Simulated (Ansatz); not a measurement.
# C2H6Cl2Si: how energies converge with the basis set

An exercise on one series of results from a longer session: the logs are not shown, and one member is left open.

The runs use Ansatz 0.2.0, Gaussian basis; one geometry, several basis sets.

Plan: PBE0-D4/def2-SVP; ωB97M-V/def2-SVP; PBE0-D4/def2-QZVPP; ωB97M-V/def2-QZVPP; the functionals' def2-TZVPP values are taken from earlier runs.

## The geometry

The geometry comes from an earlier relaxation with PBE0-D4 in a triple-zeta def2 set; it is a stationary point, not always the lowest conformer.

11 atoms, charge 0, spin multiplicity 1.

Atoms are counted from 1 here; the program's logs count them from 0.

Bond lengths: Cl1–C2 1.787 Å, C2–Si3 1.880 Å, C2–H6 1.090 Å, C2–H7 1.090 Å, Si3–C4 1.880 Å, Si3–H8 1.486 Å, Si3–H9 1.486 Å, C4–Cl5 1.787 Å, C4–H10 1.090 Å, C4–H11 1.090 Å. Angles: Cl1–C2–Si3 109.2°, Cl1–C2–H6 107.6°, Cl1–C2–H7 107.5°, Si3–C2–H6 112.2°, Si3–C2–H7 111.5°, H6–C2–H7 108.7°, C2–Si3–C4 109.2°, C2–Si3–H8 109.4°, C2–Si3–H9 109.4°, C4–Si3–H8 109.4°, C4–Si3–H9 109.4°, H8–Si3–H9 110.1°, Si3–C4–Cl5 109.2°, Si3–C4–H10 111.5°, Si3–C4–H11 112.2°, Cl5–C4–H10 107.5°, Cl5–C4–H11 107.6°, H10–C4–H11 108.7°.

Set-up of the first run:

File in.yaml:

```yaml
crystal:
  periodic: [false, false, false]
  atoms:
    - {symbol: Cl, position_ang: [2.453473, -0.344658, -0.045743]}
    - {symbol: C, position_ang: [1.149521, 0.255370, 1.019095]}
    - {symbol: Si, position_ang: [-0.487006, -0.491719, 0.473369]}
    - {symbol: C, position_ang: [-0.841500, 0.026529, -1.298615]}
    - {symbol: Cl, position_ang: [-0.947754, 1.808770, -1.379439]}
    - {symbol: H, position_ang: [1.406879, -0.019412, 2.042147]}
    - {symbol: H, position_ang: [1.137497, 1.342718, 0.942067]}
    - {symbol: H, position_ang: [-0.401003, -1.973791, 0.547321]}
    - {symbol: H, position_ang: [-1.575068, 0.001351, 1.357906]}
    - {symbol: H, position_ang: [-0.043808, -0.285347, -1.973022]}
    - {symbol: H, position_ang: [-1.785828, -0.376810, -1.664587]}
basis:
  gaussian: {orbitals: def2-SVP}
hamiltonian: {xc: pbe0, dispersion: d4}
output: {orbitals: {seedname: orbitals}}
```

Launch:

```sh
$ ansatz run in.yaml --threads 4 --pin off --events-out ev --progress --plain --max-ram 10444MiB
```

Among the steps run: PBE0-D4 in def2-SVP; ωB97M-V in def2-SVP; PBE0-D4 in def2-QZVPP; ωB97M-V in def2-QZVPP.

One table of the session follows, with a row left open; its other results are not shown here.

It belongs to the step «Density functionals: the series». 

| functional | basis | HOMO (eV) | LUMO (eV) |
| --- | --- | --- | --- |
| PBE0-D4 | def2-SVP | -7.99 | 0.46 |
| PBE0-D4 | def2-TZVPP | -8.13 | -0.07 |
| PBE0-D4 | def2-QZVPP | ? | ? |
| ωB97M-V | def2-SVP | -10.21 | 2.49 |
| ωB97M-V | def2-TZVPP | -10.38 | 1.68 |
| ωB97M-V | def2-QZVPP | -10.42 | 1.26 |

Estimate the missing values for PBE0-D4, def2-QZVPP.

**Answer.** HOMO (eV): -8.16; LUMO (eV): -0.25. In the column «HOMO (eV)» it lies between ωB97M-V, def2-SVP (-10.21) and PBE0-D4, def2-TZVPP (-8.13).
